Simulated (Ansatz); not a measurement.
This script drives Ansatz 0.2.0, Python API.

`fh3nsn.py`:
```python
"""Energy of FH3NSn as one group turns about a bond."""

import ansatz as az
from ase import Atoms

atoms = Atoms(["N", "Sn", "F", "H", "H", "H"], positions=[
    (-0.9016, 0.1058, -0.7372),
    (0.1072, -0.3943, 0.9312),
    (1.8486, -0.9964, 0.3965),
    (-0.3181, 0.9022, -1.233),
    (-0.9521, -0.6873, -1.3995),
    (0.258, 1.006, 1.9958),
])

# start the scan from a relaxed geometry
first = (
    az.Crystal.molecule_from_ase(atoms).calculation()
    .basis(gaussian="def2-SVP")
    .functional("cam_b3lyp")
    .spin("collinear", total=1)
    .relax(force_tolerance=0.02, max_steps=80)
)
atoms.positions = first.run().report["positions_ang"]

start = atoms.get_dihedral(2, 1, 0, 3)
energies = {}
for turn in range(0, 360, 40):
    turned = atoms.copy()
    turned.set_dihedral(2, 1, 0, 3, start + turn, indices=[0, 3, 4])
    calculation = (
        az.Crystal.molecule_from_ase(turned).calculation()
        .basis(gaussian="def2-SVP")
        .functional("cam_b3lyp")
        .spin("collinear", total=1)
    )
    energies[round((start + turn) % 360)] = calculation.run().report["free_energy_ev"]
floor = min(energies.values())
print("dihedral F2-Sn1-N0-H3 (deg)   E - E(min) (eV)")
for angle, e in sorted(energies.items()):
    print(f"{angle:8d} {(e - floor):14.3f}  " + "#" * int(30 * (e - floor) / max(max(energies.values()) - floor, 1e-9)))
```

It is started by `python fh3nsn.py`. How long does it take on 1 thread of Arm Neoverse V1, on a shared host, and how much memory does it need?

It took about 2.3 min, with a peak of 0.28 GiB, for 10 runs of the engine.

```console
$ python fh3nsn.py
dihedral F2-Sn1-N0-H3 (deg)   E - E(min) (eV)
      31          0.000
      71          0.044  #####
     111          0.166  ##################
     151          0.262  ##############################
     191          0.225  #########################
     231          0.181  ####################
     271          0.196  ######################
     311          0.175  ####################
     351          0.060  ######
```

The lowest point is at 31° and the highest at 151°, 0.262 eV (25.3 kJ/mol) above it, with the rest of the molecule held.

Reading the output:
- These settings explore the input space; basis and method may be short of convergence.
- The scan is rigid and the energies are electronic, in a modest basis. With rigid groups the curve can differ much from the relaxed path, the start wasn't checked as a minimum of this torsion, and equivalent turns needn't return to the same energy.
- def2 sets replace the cores of elements past krypton by effective core potentials.
- The run takes the species as open-shell (spin multiplicity 2), which needn't be its ground state.
